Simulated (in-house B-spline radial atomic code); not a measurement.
**Co²³⁺: ionisation energy by several methods**

Wanted: one ionisation energy, Co²³⁺ to configuration [He] 2s1, up the ladder of functionals.

Method: scalar-relativistic (X2C), several functionals, spin-polarised; spherical all-electron atom at the radial basis limit. Code: in-house B-spline radial atomic code version 1.

## 1. Starting point

* element: cobalt (Z = 27)
* charge: +23
* electrons: 4
* configuration: [He] 2s2
* nucleus: Fermi, rms radius 3.788 fm

The outer shells:

[He] 2s2
```
[He] core
2s [↑↓]
```

Where spins are not typed, each open shell is filled with up spins first.

## 2. PBEsol, a GGA

Settings of the run:

```ini
Z = 27
electrons = 4.0
configuration = [He] 2s2
hamiltonian = x2c
method = pbesol
spin_polarised = True
nucleus = fermi
rms_radius = 3.7875
mass_number = 59
atomic_mass = 58.933193524
speed_of_light = 137.035999084
```

The program writes no log. Results of the run, from its result record (rounded, main fields):

```text
status: converged
scf [iteration, energy, orbital gradient]:
  - [1, -874.945803903, 2.25]
  - [2, -877.356491211, 0.0507]
  - [3, -877.357804688, 0.0247]
  - [4, -877.358115225, 0.012]
  - [5, -877.358211238, 0.000318]
  - [6, -877.358211313, 4.56e-07]
  - [7, -877.358211313, 3.88e-09]
energy [hartree]: {"total": -877.358211313, "kinetic": 895.24935515, "nuclear": -1815.09339487, "coulomb": 63.519757221, "xc": -21.0339288186}
orbitals [hartree, bohr; up spins, the down spins are equal]:
  - ["name", "occ", "eps", "<r>", "<r^2>", "<1/r>", "r_max"]
  - ["1s up", 1.0, -333.75936, 0.055525, 0.0041497, 27.534, 0.036356]
  - ["2s up", 1.0, -76.22201, 0.23225, 0.063129, 6.5214, 0.20072]
sum_r [bohr^k]: {"-1": 68.11101, "1": 0.5755552, "2": 0.1345567}
radius_at_0.001 [bohr]: 0.7191
radius_enclosing [bohr]: {"0.5": 0.1092, "0.9": 0.301, "0.99": 0.4536}
slater [hartree]:
  F0(1s up,1s up): 16.952
  F0(1s up,1s down): 16.952
  F0(1s up,2s up): 5.46
  G0(1s up,2s up): 0.56977
  F0(1s up,2s down): 5.46
  F0(1s down,1s down): 16.952
  F0(1s down,2s up): 5.46
  F0(1s down,2s down): 5.46
  G0(1s down,2s down): 0.56977
  F0(2s up,2s up): 3.888
  F0(2s up,2s down): 3.888
  F0(2s down,2s down): 3.888
ionisation_energy [hartree]: 77.695356
```

It took 0.12 s on 1 thread, shared host.

The run also solves the next ion with the same method; the record keeps the difference, ionisation_energy. radius_at_0.001 is where the density falls to 0.001 electrons per bohr³.

Radial density 4πr²n(r) and radial functions P(r) = rR(r):

```
r (bohr)     4πr²n  1s down  2s down
 0.00283     1.493   0.8176   0.2794
 0.00381     2.479   1.0535   0.3597
 0.00514     4.060   1.3485   0.4597
 0.00692     6.476   1.7036   0.5793
 0.00932     10.02   2.1197   0.7175
  0.0126     14.91   2.5882   0.8688
  0.0169     20.71   3.0556   1.0101
  0.0228     26.71   3.4802   1.1161
  0.0307     30.77   3.7556   1.1325
  0.0413     30.45   3.7736   0.9924
  0.0557     24.46   3.4414   0.6206
  0.0750     15.20   2.7572  -0.0154
   0.101     8.350   1.8554  -0.8560
   0.136     7.652   0.9884  -1.6879
   0.183     9.763   0.3862  -2.1754
   0.247     8.398   0.0975  -2.0468
   0.333     3.795   0.0139  -1.3775
   0.448    0.7763   0.0009  -0.6230
   0.603   0.05668   0.0000  -0.1683
   0.813  0.001036   0.0000  -0.0228
```

On the record's full grid the radial density has clear maxima near r = 0.036, 0.18 bohr.

X-ray form factor of the spherical density:

```
sinθ/λ (1/Å)  f (electrons)
           0          4.000
         0.1          3.990
         0.2          3.961
         0.3          3.912
         0.4          3.847
         0.6          3.669
         0.8          3.445
           1          3.194
         1.4          2.678
         1.8          2.233
         2.5          1.724
           4          1.298
           6          0.917
```

## 3. M06-2X, a global hybrid

Settings: those of step 2 with these lines changed.

```diff
@@ -4,3 +4,3 @@
 hamiltonian = x2c
-method = pbesol
+method = m062x
 spin_polarised = True
```

Main fields:

```text
status: converged
warnings: ["restarted with heavier damping", "states collapsed into the nucleus by a negative tau potential were left out of the aufbau"]
iterations: 25
energy [hartree]: {"total": -878.641014255, "kinetic": 896.666970047, "nuclear": -1816.53891509, "coulomb": 63.5642502285, "exact_exchange": -11.8767980869, "xc": -10.4565213549}
orbitals [hartree, bohr; up spins, the down spins are equal]:
  - ["name", "occ", "eps", "<r>"]
  - ["1s up", 1.0, -337.2744, 0.055451]
  - ["2s up", 1.0, -77.033553, 0.23212]
sum_r [bohr^k]: {"-1": 68.16766, "1": 0.5751389, "2": 0.1343722}
ionisation_energy [hartree]: 77.8291641
```

Wall time 1.4 s (1 thread, shared host).

Meta-GGA runs start from a PBE run whose iterations are not counted.

## 4. RPBE, a GGA

Settings: those of step 3 with these lines changed.

```diff
@@ -4,3 +4,3 @@
 hamiltonian = x2c
-method = m062x
+method = rpbe,pbe
 spin_polarised = True
```

Main fields:

```text
status: converged
iterations: 7
energy [hartree]: {"total": -878.592907776, "kinetic": 896.597437466, "nuclear": -1816.46649926, "coulomb": 63.5608930729, "xc": -22.2847390572}
orbitals [hartree, bohr; up spins, the down spins are equal]:
  - ["name", "occ", "eps", "<r>"]
  - ["1s up", 1.0, -334.14531, 0.055475]
  - ["2s up", 1.0, -76.301137, 0.23217]
sum_r [bohr^k]: {"-1": 68.16388, "1": 0.5752959, "2": 0.1344637}
ionisation_energy [hartree]: 77.8036129
```

It took 0.08 s on 1 thread, shared host.

## 5. TPSSh, a global hybrid

Settings: those of step 4 with these lines changed.

```diff
@@ -4,3 +4,3 @@
 hamiltonian = x2c
-method = rpbe,pbe
+method = tpssh
 spin_polarised = True
```

Main fields:

```text
status: converged
iterations: 6
energy [hartree]: {"total": -878.547546529, "kinetic": 896.476637187, "nuclear": -1816.35013152, "coulomb": 63.5686778057, "exact_exchange": -2.20009514563, "xc": -20.0426348553}
orbitals [hartree, bohr; up spins, the down spins are equal]:
  - ["name", "occ", "eps", "<r>"]
  - ["1s up", 1.0, -335.19031, 0.055431]
  - ["2s up", 1.0, -76.494566, 0.23217]
sum_r [bohr^k]: {"-1": 68.15826, "1": 0.5752101, "2": 0.1343992}
ionisation_energy [hartree]: 77.7693559
```

Run time: 0.15 s. Hardware: 1 thread, shared host.

## 6. OLYP, a GGA

Settings: those of step 5 with these lines changed.

```diff
@@ -4,3 +4,3 @@
 hamiltonian = x2c
-method = tpssh
+method = optx,lyp
 spin_polarised = True
```

Main fields:

```text
status: converged
iterations: 7
energy [hartree]: {"total": -878.472402573, "kinetic": 896.396266573, "nuclear": -1816.26219853, "coulomb": 63.559304281, "xc": -22.1657749008}
orbitals [hartree, bohr; up spins, the down spins are equal]:
  - ["name", "occ", "eps", "<r>"]
  - ["1s up", 1.0, -334.11114, 0.055453]
  - ["2s up", 1.0, -76.322359, 0.23222]
sum_r [bohr^k]: {"-1": 68.15539, "1": 0.5753355, "2": 0.1344928}
ionisation_energy [hartree]: 77.7545224
```

It took 0.08 s on 1 thread, shared host.

## 7. LDA (PW92)

Settings: those of step 6 with these lines changed.

```diff
@@ -4,3 +4,3 @@
 hamiltonian = x2c
-method = optx,lyp
+method = lda,pw
 spin_polarised = True
```

Main fields:

```text
status: converged
iterations: 7
energy [hartree]: {"total": -876.045534879, "kinetic": 893.629670461, "nuclear": -1813.4417472, "coulomb": 63.4695220787, "xc": -19.7029802189}
orbitals [hartree, bohr; up spins, the down spins are equal]:
  - ["name", "occ", "eps", "<r>"]
  - ["1s up", 1.0, -333.36133, 0.05559]
  - ["2s up", 1.0, -76.154138, 0.23237]
sum_r [bohr^k]: {"-1": 68.04744, "1": 0.5759184, "2": 0.1347126}
ionisation_energy [hartree]: 77.635561
```

It took 0.2 s on 1 thread, shared host.

## 8. revTPSS, a meta-GGA

Settings: those of step 7 with these lines changed.

```diff
@@ -4,3 +4,3 @@
 hamiltonian = x2c
-method = lda,pw
+method = revtpss,revtpss
 spin_polarised = True
```

Main fields:

```text
status: converged
iterations: 6
energy [hartree]: {"total": -878.513087035, "kinetic": 896.437441731, "nuclear": -1816.30828235, "coulomb": 63.56571697, "xc": -22.207963383}
orbitals [hartree, bohr; up spins, the down spins are equal]:
  - ["name", "occ", "eps", "<r>"]
  - ["1s up", 1.0, -334.65726, 0.055434]
  - ["2s up", 1.0, -76.363572, 0.23218]
sum_r [bohr^k]: {"-1": 68.1567, "1": 0.5752317, "2": 0.1344006}
ionisation_energy [hartree]: 77.7520235
```

It took 0.12 s on 1 thread, shared host.

## 9. All methods side by side

| method | rung | total energy (hartree) | ΔSCF (eV) | −ε highest (eV) | ΔSCF less tabulated (eV) |
| --- | --- | --- | --- | --- | --- |
| LDA (PW92) | LDA | -876.0455 | 2112.57 | 2072.26 (2s up) | -6.83 |
| PBEsol | GGA | -877.3582 | 2114.20 | 2074.11 (2s up) | -5.20 |
| RPBE | GGA | -878.5929 | 2117.14 | 2076.26 (2s up) | -2.26 |
| OLYP | GGA | -878.4724 | 2115.81 | 2076.84 (2s up) | -3.59 |
| revTPSS | meta-GGA | -878.5131 | 2115.74 | 2077.96 (2s up) | -3.66 |
| M06-2X | global hybrid | -878.6410 | 2117.84 | 2096.19 (2s up) | -1.56 |
| TPSSh | global hybrid | -878.5475 | 2116.21 | 2081.52 (2s up) | -3.19 |

**Reading.** The tabulated ionisation energy is 2119.4 ± 1.9 eV (semi-empirical; NIST Atomic Spectra Database). M06-2X comes nearest (-1.56 eV) and LDA (PW92) is farthest (-6.83 eV, 0.32 %). Mean absolute error by rung (exchange-only levels left out): LDA 6.83 eV, GGA 3.68 eV, meta-GGA 3.66 eV, global hybrid 2.37 eV. Relativistic terms that these runs lack can be as large as the gaps between close methods, so the nearest may be so by luck.

What each method cost (CPU seconds, one thread, shared host; runs marked * also made radial tables):

| method | CPU time | miss (eV) |
| --- | --- | --- |
| RPBE | 0.08 s | -2.26 |
| OLYP | 0.08 s | -3.59 |
| PBEsol* | 0.12 s | -5.20 |
| revTPSS | 0.12 s | -3.66 |
| TPSSh | 0.15 s | -3.19 |
| LDA (PW92) | 0.2 s | -6.83 |
| M06-2X* | 1.4 s | -1.56 |
